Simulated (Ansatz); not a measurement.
# SiBCl₅: one species, many methods

The task here is to estimate one member of a computed series from the others.

Program: Ansatz 0.2.0, Gaussian basis. Level of theory: functionals in def2-TZVPP, the program's frozen cores in correlated methods. These are calculated values, not measurements.

Plan: LDA (SPW92), PBE-D4, revPBE-D4, BLYP-D4, r2SCAN-D4, B97M-V, PBE0-D4, B3LYP-D4, r2SCANh-D4, r2SCAN0-D4, HSE06-D4, BHLYP-D4, CAM-B3LYP-D4, LC-ωPBE, ωB97X-V, ωB97M-V, B2PLYP, PBE-QIDH; CCSD(T)/def2-SVP; CCSD(T)/def2-TZVPP; MP2/def2-QZVPP; extrapolation to the limit; RPA on PBE.

### Structure used throughout

All runs share one geometry, relaxed beforehand with PBE0-D4 in a triple-zeta def2 set.

7 atoms, charge 0, spin multiplicity 1.

Atoms are counted from 1 here; the program's logs count them from 0.

Bond lengths: Cl1–B2 1.734 Å, B2–Cl3 1.731 Å, B2–Si4 2.017 Å, Si4–Cl5 2.039 Å, Si4–Cl6 2.038 Å, Si4–Cl7 2.034 Å. Angles: Cl1–B2–Cl3 120.6°, Cl1–B2–Si4 118.2°, Cl3–B2–Si4 121.2°, B2–Si4–Cl5 108.7°, B2–Si4–Cl6 109.4°, B2–Si4–Cl7 112.2°, Cl5–Si4–Cl6 109.0°, Cl5–Si4–Cl7 108.8°, Cl6–Si4–Cl7 108.8°.

Coordinates:

```mol
BCl5Si
  3D, bonds by distance, orders not assigned

  7  6  0  0  0  0  0  0  0  0999 V2000
    0.2806    1.6339    1.8943 Cl  0  0
    0.2073    1.1574    0.2287 B   0  0
    0.3968    2.3291   -1.0314 Cl  0  0
   -0.1164   -0.7882   -0.1927 Si  0  0
   -1.9508   -1.3161    0.5236 Cl  0  0
    1.3059   -1.9242    0.7237 Cl  0  0
   -0.0622   -1.1598   -2.1920 Cl  0  0
  1  2  8  0
  2  3  8  0
  2  4  8  0
  4  5  8  0
  4  6  8  0
  4  7  8  0
M  END
```

The first run:

Contents of in.yaml:

```yaml
crystal:
  periodic: [false, false, false]
  atoms:
    - {symbol: Cl, position_ang: [0.280552, 1.633888, 1.894347]}
    - {symbol: B, position_ang: [0.207341, 1.157428, 0.228746]}
    - {symbol: Cl, position_ang: [0.396833, 2.329072, -1.031411]}
    - {symbol: Si, position_ang: [-0.116365, -0.788197, -0.192724]}
    - {symbol: Cl, position_ang: [-1.950782, -1.316052, 0.523648]}
    - {symbol: Cl, position_ang: [1.305870, -1.924198, 0.723730]}
    - {symbol: Cl, position_ang: [-0.062250, -1.159842, -2.192036]}
basis:
  gaussian: {orbitals: def2-TZVPP}
hamiltonian: {xc: lda}
output: {orbitals: {seedname: orbitals}}
```

On the command line:

```sh
$ ansatz run in.yaml --threads 4 --pin off --events-out ev --progress --plain --max-ram 11315MiB
```

Among the steps run: LDA; PBE-D4 (GGA); revPBE-D4 (GGA); BLYP-D4 (GGA); r2SCAN-D4 (meta-GGA); B97M-V (meta-GGA); PBE0-D4 (hybrid); B3LYP-D4 (hybrid); r2SCANh-D4 (hybrid); r2SCAN0-D4 (hybrid); HSE06-D4 (hybrid); BHLYP-D4 (hybrid); CAM-B3LYP-D4 (range-separated); LC-ωPBE (range-separated); ωB97X-V (range-separated); ωB97M-V (range-separated); B2PLYP (double hybrid); PBE-QIDH (double hybrid).

One table of the session follows, with a row left open; its other results are not shown here.

It belongs to the step «Orbital energies across the functionals». 

```
  functional  HOMO (eV)  LUMO (eV)  gap (eV)
 LDA (SPW92)      -7.51      -3.84      3.67
      PBE-D4      -7.37      -3.58      3.79
   revPBE-D4      -7.31      -3.47      3.84
     BLYP-D4          ?          ?         ?
   r2SCAN-D4      -7.69      -3.41      4.29
      B97M-V      -7.77      -3.36      4.41
     PBE0-D4      -8.66      -2.74      5.93
    B3LYP-D4      -8.44      -2.86      5.58
  r2SCANh-D4      -8.16      -3.10      5.06
  r2SCAN0-D4      -8.86      -2.63      6.23
    HSE06-D4      -8.27      -3.12      5.15
    BHLYP-D4      -9.86      -1.66      8.20
CAM-B3LYP-D4     -10.00      -1.56      8.43
     LC-ωPBE     -11.31      -0.52     10.80
     ωB97X-V     -10.97      -0.55     10.43
     ωB97M-V     -10.74      -0.67     10.07
```

Q: Estimate the row for BLYP-D4 from the others.

Worked estimate for «HOMO (eV)». Against the share of exact exchange, B3LYP-D4 (0.2, -8.44), BHLYP-D4 (0.5, -9.86) give a slope of -4.73 per unit share; at 0 the line stands at -7.49.

The run gave: HOMO (eV): -7.24; LUMO (eV): -3.36; gap (eV): 3.88. In «HOMO (eV)» the line misses by -0.25.
